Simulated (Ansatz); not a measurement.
## F₂GeH₄OSi, SMILES F[SiH](F)[O][GeH3]: a ladder of methods at one geometry, step by step

Computed with Ansatz 0.2.0, Python API.

The cells in order, each with its output:

In [1]:
```python
from pathlib import Path

import ansatz as az
import numpy as np
```

In [2]:
```python
GEOMETRY = '''
F    -1.09940    0.13060    1.86390
Si   -0.98820    0.95100    0.39210
F     0.29770    2.08310    0.46190
O    -0.76300   -0.13380   -0.93290
Ge    0.80570   -0.97860   -0.52850
H    -2.23890    1.65330    0.13040
H     1.99800    0.07140   -0.46420
H     1.15060   -1.98510   -1.66930
H     0.71140   -1.73440    0.81550
'''
```

In [3]:
```python
f2geh4osi = az.Crystal.molecule()
for line in GEOMETRY.strip().splitlines():
    symbol, *xyz = line.split()
    f2geh4osi = f2geh4osi.atom(symbol, [float(v) for v in xyz])
```

In [4]:
```python
model = f2geh4osi.calculation().basis(gaussian='def2-SVP')
```

In [5]:
```python
print('functional    E (Ha)        dipole (D)   HOMO (eV)  LUMO (eV)')
for name in ['cam_b3lyp', 'pbe', 'r2scan', 'b3lyp', 'blyp']:
    r = model.functional(name).forces().orbitals().run(threads=1, backend='cpu', runs_dir='runs').report
    lines = Path(r['orbitals_path']).read_text().splitlines()
    field_of = lambda key: [line.split('=')[1].strip() for line in lines if line.startswith(key)]
    orbitals = [(27.211386 * float(e), s, float(n)) for e, s, n in zip(field_of('Ene='), field_of('Spin='), field_of('Occup='))]
    homo = max(e for e, _, n in orbitals if n > 0.5)
    lumo = min(e for e, _, n in orbitals if n < 0.5)
    dipole = 4.803205 * np.linalg.norm(r['charge_distribution']['dipole_moment_e_ang'])
    print(f'{name:10s} {r["free_energy_ev"] / 27.211386246:14.6f} {dipole:9.3f} {homo:11.3f} {lumo:10.3f}')
```
```text
functional    E (Ha)        dipole (D)   HOMO (eV)  LUMO (eV)
cam_b3lyp    -2643.447489     0.839     -10.549      0.638
pbe          -2642.653957     0.784      -7.638     -1.448
r2scan       -2643.243624     0.841      -8.084     -1.188
b3lyp        -2643.456821     0.821      -8.911     -0.717
blyp         -2643.408993     0.752      -7.490     -1.284
```

What to keep in mind:
- Total energies depend on the basis set; only differences at equal settings carry meaning.
- The geometry is a force-field or estimated start, not a minimum of this method, and the basis set is short of its limit. A lower total doesn't mark the better method: functionals have no common bound, and MP2 and coupled cluster aren't variational.
- b3lyp holds the VWN-RPA fit, as in Gaussian; the form of ORCA and Turbomole is b3lyp5.
- Levels such as HOMO and LUMO are orbital energies: with these approximate functionals they aren't the ionisation energy and electron affinity, and their gap isn't the fundamental gap.
- Wall time of the script: 32 s on 1 thread of Arm Neoverse V1, with other jobs on the host, peak memory 0.37 GiB.

(Lines on the test bed's own set-up are left out of the output.)
